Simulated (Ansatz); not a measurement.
**Li: response to strain**

Li is deformed so: equal xy, yz and zx engineering shear strains of +1 %. What stress and forces result, by LAPW, PAW and all-electron datasets made for the crystal?

Program: Ansatz 0.2.0. Level of theory: DFT LDA, scalar-relativistic. These are calculated values, not measurements.

## (1) Starting point

The structure is trigonal, space group R-3m (No. 166). The conventional cell has a = 3.101 Å, b = 3.101 Å, c = 22.765 Å, α = 90.00°, β = 90.00°, γ = 120.00°. Li (site symmetry -3m) is surrounded by 12 Li at 3.10 Å. Around Li (site symmetry 3m) lie 12 Li at 3.09 to 3.10 Å.

As a file:

```cif
data_structure
_symmetry_space_group_name_H-M 'R-3m:H'
_symmetry_Int_Tables_number 166
_cell_length_a 3.1010
_cell_length_b 3.1010
_cell_length_c 22.7649
_cell_angle_alpha 90.000
_cell_angle_beta 90.000
_cell_angle_gamma 120.000
_cell_volume 189.58
loop_
_atom_site_label
_atom_site_type_symbol
_atom_site_symmetry_multiplicity
_atom_site_Wyckoff_symbol
_atom_site_fract_x
_atom_site_fract_y
_atom_site_fract_z
_atom_site_occupancy
Li1 Li 3 a 0.00000 0.00000 0.00000 1
Li2 Li 6 c 0.33333 0.66667 0.88867 1
```

The file gives the conventional cell by its symmetry; the runs use the cell typed in the input.

Atoms are numbered in the order of the input: Li1, Li2, Li3.

## (2) After the deformation

Space group R-3m before, P-1 after.

## (3) Full-potential LAPW

input.yaml reads:

```yaml
crystal:
  lattice:
    - [1.5929163707, 0.94087499, 7.6005283998]
    - [-1.5080815607, 0.9253700004, 7.5850234102]
    - [0.02898969, -1.7524204905, 7.57934819]
  atoms:
    - { symbol: Li, position: [0.0, 0.0, 0.0] }
    - { symbol: Li, position: [0.222, 0.222, 0.222] }
    - { symbol: Li, position: [0.778, 0.778, 0.778] }
kpoints:
  mp_grid: { grid: [12, 12, 12] }
  band_path:
    path:
      - [0.0, 0.0, 0.0]
      - [-0.5, -0.5, -0.5]
      - [0.5, 0.0, 0.0]
      - [0.0, 0.0, 0.0]
      - [0.0, 0.0, 0.5]
      - [0.0, -0.5, 0.0]
      - [0.0, 0.0, 0.0]
      - [0.5, 0.0, 0.5]
      - [-0.5, -0.5, 0.0]
    npoints: 5
scf:
  occupations: { method: fermi_dirac, width: 0.08 }
hamiltonian:
  xc: lda
  pseudopotentials: { kind: all_electron, lapw: { basis_error: 0.001 } }
output:
  forces: true
  stress: true
  eigenvalues: true
```

Started as:

```console
$ ansatz run input.yaml --threads 1 --pin off --max-ram 4096MiB --backend cpu --events-out ev --progress --plain --runs-dir out
```

## (4) PAW with frozen cores

input.yaml reads:

```yaml
crystal:
  lattice:
    - [1.5929163707, 0.94087499, 7.6005283998]
    - [-1.5080815607, 0.9253700004, 7.5850234102]
    - [0.02898969, -1.7524204905, 7.57934819]
  atoms:
    - { symbol: Li, position: [0.0, 0.0, 0.0] }
    - { symbol: Li, position: [0.222, 0.222, 0.222] }
    - { symbol: Li, position: [0.778, 0.778, 0.778] }
kpoints:
  mp_grid: { grid: [12, 12, 12] }
scf:
  occupations: { method: fermi_dirac, width: 0.08 }
hamiltonian:
  xc: lda
  pseudopotentials: { kind: paw }
output:
  forces: true
  stress: true
  eigenvalues: true
  efg: { contact_densities: true }
```

## (5) Datasets made for this crystal

Changes to input.yaml since step 4:

```diff
@@ -15,3 +15,3 @@
   xc: lda
-  pseudopotentials: { kind: paw }
+  pseudopotentials: { kind: all_electron, datasets: crystal }
 output:
```

(Steps that only read results are left out.)

What does the calculation give? Wanted: pressure; largest shear or deviatoric stress.

The runs gave:

| quantity | value |
| --- | --- |
| pressure | LAPW -1.31, PAW -1.32, crystal datasets -1.31 GPa |
| largest shear or deviatoric stress (LAPW) | 0.11 GPa |

What this shows: The largest part of the stress beyond the pressure is 0.11 GPa in size, in the zz component; the atoms are carried along and not relaxed. No run of the undeformed cell stands beside it, so pressure and stress hold what the given cell had before the change, as far as its symmetry allows. PAW: stress within 0.02 GPa of LAPW. Crystal datasets: stress within 0.01 GPa of LAPW.
